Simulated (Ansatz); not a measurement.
# SiGeF (quartet): wave-function methods side by side at a displaced geometry (v1), cc-pVDZ

The task here is to estimate one member of a computed series from the others.

Computed with Ansatz 0.2.0, Gaussian basis. Level: cc-pVDZ, core rule «outside noble gas», up to 20 orbitals frozen.

The runs, in order: UHF; CCSD(T) on ROHF; CCSD(T) on UHF; BCCD(T) on ROHF; CISD; CCSDT(Q) on ROHF; CCSDT(Q) on UHF.

31 further runs of the same task are left out: 12 for a known fault of the program, 8 that didn't finish, 11 set aside as unsound or not needed.

## The geometry

The geometry is a PBE0/def2-TZVP stationary point (not a proven minimum) with its atoms shifted at random (size 0.040 Å). No spin-orbit coupling is included. The filled d shell of Ge may be among the frozen orbitals whatever the setting's name suggests; the logs give the count.

3 atoms, charge 0, spin multiplicity 4.

Atoms are counted from 1 here; the program's logs count them from 0.

Bond lengths: F1–Si2 1.604 Å, Si2–Ge3 2.426 Å. Angles: F1–Si2–Ge3 114.3°.

Geometry (Å):

```tsv
atom	x (Å)	y (Å)	z (Å)
F1	-0.0284	-0.6660	2.2749
Si2	-0.0292	0.5763	1.2610
Ge3	0.0187	-0.0486	-1.0825
```

Set-up of the first run:

Contents of in.yaml:

```yaml
crystal:
  periodic: [false, false, false]
  atoms:
    - {symbol: F, position_ang: [-0.028400, -0.666042, 2.274898]}
    - {symbol: Si, position_ang: [-0.029233, 0.576339, 1.260997]}
    - {symbol: Ge, position_ang: [0.018731, -0.048638, -1.082532]}
basis:
  gaussian: {orbitals: cc-pVDZ}
magnetization: {spin_polarized: true, initial_magnetization: 3}
hamiltonian: {xc: hf}
output: {orbitals: {seedname: orbitals}}
```

Command:

```
$ ansatz run in.yaml --threads 1 --pin off --events-out ev --progress --plain --max-ram 2393MiB
```

Steps of the session up to this table: UHF; CCSD(T) on ROHF; CCSD(T) on UHF; BCCD(T) on ROHF; CISD; CCSDT(Q) on ROHF; CCSDT(Q) on UHF.

One table of the session follows, with a row left open; its other results are not shown here.

| method | from UCCSDT(Q) (kJ/mol) |
| --- | --- |
| ROHF | +934.1 |
| UHF | ? |
| RMP2 | +98.8 |
| UMP2 | +103.3 |
| CISD | +122.1 |
| RCCSD | +33.9 |
| UCCSD | +32.6 |
| RCCSD(T) | +7.5 |
| UCCSD(T) | +6.7 |
| BCCD(T) | +6.9 |
| RCCSDT | +3.5 |
| UCCSDT | +2.6 |
| RCCSDT(Q) | +1.2 |
| UCCSDT(Q) | 0 |

Estimate the missing values for UHF.

As computed: from UCCSDT(Q) (kJ/mol): +920.8. In the column «from UCCSDT(Q) (kJ/mol)» it lies between CISD (+122.1) and ROHF (+934.1).

Caveats from the session: Restricted and unrestricted rows rest on different reference determinants; where their highest levels disagree by more than a few hundredths of an eV, they describe different states and don't form one ladder.
